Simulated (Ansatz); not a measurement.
# C4H12FGaN2: how energies converge with the basis set

One table from this session's results is given with a row withheld; the runs are named, their logs left out.

Method: one geometry, several basis sets; program: Ansatz 0.2.0, Gaussian basis.

Levels to be run: PBE0-D4/def2-SVP; ωB97M-V/def2-SVP; PBE0-D4/def2-QZVPP; ωB97M-V/def2-QZVPP; the functionals' def2-TZVPP values are taken from earlier runs.

## The relaxed structure

The geometry comes from an earlier relaxation with PBE0-D4 in a triple-zeta def2 set; it is a stationary point, not always the lowest conformer.

SMILES `C[N](C)[Ga]([F])[N](C)C`, 20 atoms, charge 0, spin multiplicity 1.

Atoms are counted from 1 here; the program's logs count them from 0.

Bond lengths: C1–N2 1.438 Å, C1–H9 1.091 Å, C1–H10 1.100 Å, C1–H11 1.100 Å, N2–C3 1.443 Å, N2–Ga4 1.805 Å, C3–H12 1.100 Å, C3–H13 1.091 Å, C3–H14 1.100 Å, Ga4–F5 1.765 Å, Ga4–N6 1.805 Å, N6–C7 1.438 Å, N6–C8 1.443 Å, C7–H15 1.100 Å, C7–H16 1.100 Å, C7–H17 1.091 Å, C8–H18 1.100 Å, C8–H19 1.091 Å and more. Angles: N2–C1–H9 111.5°, N2–C1–H10 111.6°, N2–C1–H11 111.5°, H9–C1–H10 107.5°, H9–C1–H11 107.4°, H10–C1–H11 107.1°, C1–N2–C3 113.4°, C1–N2–Ga4 126.1°, C3–N2–Ga4 120.5°, N2–C3–H12 111.3°, N2–C3–H13 110.7°, N2–C3–H14 111.4°, H12–C3–H13 108.0°, H12–C3–H14 107.3°, H13–C3–H14 108.0°, N2–Ga4–F5 113.3°, N2–Ga4–N6 133.5°, F5–Ga4–N6 113.3° and more.

The first run:

in.yaml

```yaml
crystal:
  periodic: [false, false, false]
  atoms:
    - {symbol: C, position_ang: [0.604886, -1.886070, 1.290330]}
    - {symbol: N, position_ang: [0.615638, -1.537788, -0.104801]}
    - {symbol: C, position_ang: [1.130605, -2.584992, -0.952974]}
    - {symbol: Ga, position_ang: [0.067212, 0.029144, -0.814302]}
    - {symbol: F, position_ang: [0.226260, 0.092826, -2.570976]}
    - {symbol: N, position_ang: [-0.608971, 1.544965, -0.104027]}
    - {symbol: C, position_ang: [-0.845844, 1.794581, 1.292159]}
    - {symbol: C, position_ang: [-0.967344, 2.654654, -0.953422]}
    - {symbol: H, position_ang: [0.205877, -1.075814, 1.902397]}
    - {symbol: H, position_ang: [1.616853, -2.110506, 1.658582]}
    - {symbol: H, position_ang: [-0.013327, -2.776239, 1.478348]}
    - {symbol: H, position_ang: [0.531842, -3.502976, -0.862981]}
    - {symbol: H, position_ang: [1.117880, -2.275710, -1.999009]}
    - {symbol: H, position_ang: [2.166259, -2.842494, -0.687424]}
    - {symbol: H, position_ang: [-1.907105, 2.005877, 1.489839]}
    - {symbol: H, position_ang: [-0.270633, 2.661192, 1.650111]}
    - {symbol: H, position_ang: [-0.562763, 0.938119, 1.905901]}
    - {symbol: H, position_ang: [-0.395441, 3.557601, -0.694622]}
    - {symbol: H, position_ang: [-0.769653, 2.419124, -2.000057]}
    - {symbol: H, position_ang: [-2.034029, 2.904105, -0.856973]}
basis:
  gaussian: {orbitals: def2-SVP}
hamiltonian: {xc: pbe0, dispersion: d4}
output: {orbitals: {seedname: orbitals}}
```

Started as:

```sh
$ ansatz run in.yaml --threads 4 --pin off --events-out ev --progress --plain --max-ram 66560MiB --backend cpu
```

Steps of the session up to this table: PBE0-D4 in def2-SVP; ωB97M-V in def2-SVP; PBE0-D4 in def2-QZVPP; ωB97M-V in def2-QZVPP.

One of the session's tables, all rows but one given; the rest of the session is left out.

It belongs to the step «Density functionals: the series». 

```
functional       basis  HOMO (eV)  LUMO (eV)
   PBE0-D4    def2-SVP      -5.98       0.09
   PBE0-D4  def2-TZVPP      -6.09      -0.08
   PBE0-D4  def2-QZVPP      -6.12      -0.28
   ωB97M-V    def2-SVP          ?          ?
   ωB97M-V  def2-TZVPP      -8.37       1.71
   ωB97M-V  def2-QZVPP      -8.39       1.16
```

**Question.** Estimate the row for ωB97M-V, def2-SVP.

As computed: HOMO (eV): -8.25; LUMO (eV): 1.89. In the column «HOMO (eV)» it lies between ωB97M-V, def2-TZVPP (-8.37) and PBE0-D4, def2-QZVPP (-6.12).
